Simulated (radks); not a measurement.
# Ar²⁺ in [Ne] 3s1 3p4 4s1: an all-electron calculation

An exercise on one series of results from a longer session: the logs are not shown, and one member is left open.

Program: radks (a radial shooting solver on a logarithmic mesh, Libxc functionals) version 1. Level of theory: non-relativistic Kohn-Sham, LDA (Slater exchange, Perdew-Wang correlation), spin-polarised, spherical densities, point nucleus; open shells are filled with parallel spins first. These are calculated values, not measurements, unless marked.

### The atom as given

- element: argon (Z = 18)
- charge: +2
- electrons: 16
- configuration: [Ne] 3s1 3p4 4s1

The outer shells:

Ar²⁺
```
[Ne] core
3s [↑ ]
3p [↑↓][↑ ][↑ ]
4s [↑ ]
```

The first run:

Settings of this run:

```text
Z 18
configuration [Ne] 3s1 3p4 4s1
relativity non-relativistic
functional lda,pw
spin polarised
nucleus point
```

Run with:

```sh
python run_ks.py task.json out
```

All runs below come from this command, one after another.

One table of the session follows, with a row left open; its other results are not shown here.

It belongs to the step «Shells». Sizes of the orbitals, from the radial functions (bohr):

| level | <r> | outermost maximum (interpolated) | 90 % within | nodes |
| --- | --- | --- | --- | --- |
| 1s up | 0.08641 | 0.0567 | 0.154 | 0 |
| 1s down | 0.08641 | 0.0567 | 0.154 | 0 |
| 2s up | 0.4174 | 0.341 | 0.652 | 1 |
| 2s down | 0.4168 | 0.341 | 0.650 | 1 |
| 2p up | 0.3774 | 0.281 | 0.625 | 0 |
| 2p down | 0.3767 | 0.281 | 0.624 | 0 |
| 3s up | ? | ? | ? | ? |
| 3s down | 1.312 | 1.14 | 1.96 | 2 |
| 3p up | 1.398 | 1.19 | 2.13 | 1 |
| 3p down | 1.428 | 1.20 | 2.19 | 1 |
| 4s up | 3.284 | 3.03 | 4.72 | 3 |
| 4s down | 3.417 | 3.12 | 4.93 | 3 |

**Question.** Estimate the row for 3s up.

**Answer.** <r>: 1.295; outermost maximum (interpolated): 1.13; 90 % within: 1.93; nodes: 2. In the column «<r>» it lies between 2s up (0.4174) and 3s down (1.312).
